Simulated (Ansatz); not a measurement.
# SnGe5Se6: the cost of one run

Computed with Ansatz 0.2.0 (DFT PBE, scalar-relativistic, plane waves, PAW, unless a step names another level, unless a step's input says otherwise).

1 further run of the same task is left out (set aside as unsound or not needed).

## 1. The starting structure

It takes space group P-3m1 (No. 164, trigonal). The conventional cell has a = 4.046 Å, b = 4.046 Å, c = 19.897 Å, α = 90.00°, β = 90.00°, γ = 120.00°. Around Sn (site symmetry -3m) lie 6 Se at 2.99 Å. Ge (site symmetry 3m) is surrounded by 6 Se at 2.84 Å. Around Ge (site symmetry -3m) lie 6 Se at 2.84 Å. Se (site symmetry 3m) has 3 Ge at 2.84 Å and 3 Sn at 2.99 Å as nearest neighbours. Around Se (site symmetry 3m) lie 6 Ge at 2.84 Å.

Coordinates:

```cif
data_structure
_symmetry_space_group_name_H-M 'P 1'
_symmetry_Int_Tables_number 1
_cell_length_a 4.0463
_cell_length_b 4.0463
_cell_length_c 19.8968
_cell_angle_alpha 90.000
_cell_angle_beta 90.000
_cell_angle_gamma 120.000
_cell_volume 282.11
loop_
_atom_site_label
_atom_site_type_symbol
_atom_site_fract_x
_atom_site_fract_y
_atom_site_fract_z
_atom_site_occupancy
Sn1 Sn 0.00000 0.00000 0.00000 1
Ge1 Ge 0.66667 0.33333 0.17487 1
Ge2 Ge 0.33333 0.66667 0.33730 1
Ge3 Ge 0.00000 0.00000 0.50000 1
Ge4 Ge 0.66667 0.33333 0.66270 1
Ge5 Ge 0.33333 0.66667 0.82513 1
Se1 Se 0.33333 0.66667 0.09379 1
Se2 Se 0.00000 0.00000 0.25599 1
Se3 Se 0.66667 0.33333 0.41863 1
Se4 Se 0.33333 0.66667 0.58137 1
Se5 Se 0.00000 0.00000 0.74401 1
Se6 Se 0.66667 0.33333 0.90621 1
```

The cell was relaxed beforehand at this level, from a generated guess; it needn't be the stable form of this composition. At a tolerance of 0.02 Å it has space group P-3m1 (No. 164); it has 23.51 Å³/atom, an uncorrected energy of -0.25 eV/atom over the elements.

## 2. Bands, states and charges

input.yaml

```yaml
crystal:
  lattice:
    - [4.0462719379, 0.0, 0.0]
    - [-2.0231359689, 3.5041742889, 0.0]
    - [0.0, 0.0, 19.8968180049]
  atoms:
    - { symbol: Sn, position: [0.0, 0.0, 0.0] }
    - { symbol: Ge, position: [0.6666666667, 0.3333333333, 0.1748657635] }
    - { symbol: Ge, position: [0.3333333333, 0.6666666667, 0.3372991645] }
    - { symbol: Ge, position: [0.0, 0.0, 0.5] }
    - { symbol: Ge, position: [0.6666666667, 0.3333333333, 0.6627008355] }
    - { symbol: Ge, position: [0.3333333333, 0.6666666667, 0.8251342365] }
    - { symbol: Se, position: [0.3333333333, 0.6666666667, 0.0937889373] }
    - { symbol: Se, position: [0.0, 0.0, 0.2559932299] }
    - { symbol: Se, position: [0.6666666667, 0.3333333333, 0.4186340996] }
    - { symbol: Se, position: [0.3333333333, 0.6666666667, 0.5813659004] }
    - { symbol: Se, position: [0.0, 0.0, 0.7440067701] }
    - { symbol: Se, position: [0.6666666667, 0.3333333333, 0.9062110627] }
basis:
  ecutwfc: 420
kpoints:
  mp_grid: { grid: [12, 12, 2] }
  band_path:
    path:
      - [[0.0, 0.0, 0.0], [0.5, 0.0, 0.0], [0.33333333, 0.33333333, 0.0], [0.0, 0.0, 0.0], [0.0, 0.0, 0.5], [0.5, 0.0, 0.5], [0.33333333, 0.33333333, 0.5], [0.0, 0.0, 0.5]]
      - [[0.5, 0.0, 0.5], [0.5, 0.0, 0.0]]
      - [[0.33333333, 0.33333333, 0.5], [0.33333333, 0.33333333, 0.0]]
    npoints: 10
hamiltonian:
  xc: pbe
scf:
  occupations: { method: gaussian, width: 0.01 }
  n_extra_bands: 30
output:
  forces: true
  stress: true
  eigenvalues: true
  populations: true
  dos: { projected: true, de: 0.02, nscf_kmesh: { grid: [15, 15, 3] } }
  bader: false
  write_density: true
  write_potential: true
  elf: true
  volumetric_format: npy
```

The run is started by

```bash
$ ansatz run input.yaml --threads 1 --pin off --max-ram 2560MiB --backend cpu --events-out ev --progress --plain --runs-dir out
```

**Question.** How long does this run take on 1 thread of Intel Xeon at 2.50GHz (Skylake/Cascade Lake), shared host, and how much memory does it need?

About 8.3 min, with a peak of 1.9 GiB.
